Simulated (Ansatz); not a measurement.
# Si: the cost of one run

Method: DFT r2SCAN, scalar-relativistic, plane waves, PAW, in Ansatz 0.2.0.

1 further run of the same task is left out (set aside as unsound or not needed). Runs told in other sessions of the task aren't counted.

## (1) The system as given

The structure is cubic, space group Fd-3m (No. 227). Conventional cell: a = 5.444 Å, b = 5.444 Å, c = 5.444 Å, α = 90.00°, β = 90.00°, γ = 90.00°. Si (site symmetry -43m) has 4 Si at 2.36 Å in its first shell of neighbours.

Structure file:

```cif
data_structure
_symmetry_space_group_name_H-M 'P 1'
_symmetry_Int_Tables_number 1
_cell_length_a 3.8496
_cell_length_b 3.8496
_cell_length_c 3.8496
_cell_angle_alpha 60.000
_cell_angle_beta 60.000
_cell_angle_gamma 60.000
_cell_volume 40.34
loop_
_atom_site_label
_atom_site_type_symbol
_atom_site_fract_x
_atom_site_fract_y
_atom_site_fract_z
_atom_site_occupancy
Si1 Si 0.50000 0.50000 0.50000 1
Si2 Si 0.75000 0.75000 0.75000 1
```

It is the result of an earlier relaxation at this level (volume 20.17 Å³/atom; gap on the mesh: 0.78 eV).

## (2) The reference cell

The reference gives a free energy of -1278.1301 eV, pressure 0.01 GPa, largest force 0.000 eV/Å and gap on the mesh 0.81 eV. It was computed beforehand with the settings of the runs below.

## (3) Setting up a strain scan

The cell is strained by ε times the Voigt pattern (1, -1, 0, 0, 0, 0) (xx, yy, zz, yz, xz, xy; engineering shear), with fractional coordinates fixed (clamped ions). The stress on the pattern is the sum of the stress components weighted by it, tension positive.

## (4) Point ε = -0.0400

input.yaml

```yaml
crystal:
  lattice:
    - [0.0, 2.830989555, 2.7221053413]
    - [2.6132211276, 0.0, 2.7221053413]
    - [2.6132211276, 2.830989555, 0.0]
  atoms:
    - { symbol: Si, position: [0.5, 0.5, 0.5] }
    - { symbol: Si, position: [0.75, 0.75, 0.75] }
basis:
  ecutwfc: 500
kpoints:
  mp_grid: { grid: [8, 8, 8] }
hamiltonian:
  xc: r2scan
scf:
  occupations: { method: gaussian, width: 0.05 }
output:
  forces: true
  stress: true
  eigenvalues: true
```

Launch:

```console
ansatz run input.yaml --threads 1 --pin off --max-ram 2560MiB --backend cpu --events-out ev --progress --plain --runs-dir out
```

**Question.** How long does this run take on 1 thread of Intel Xeon at 2.70GHz, shared host, and how much memory does it need?

About 4 s, with a peak of 0.45 GiB.
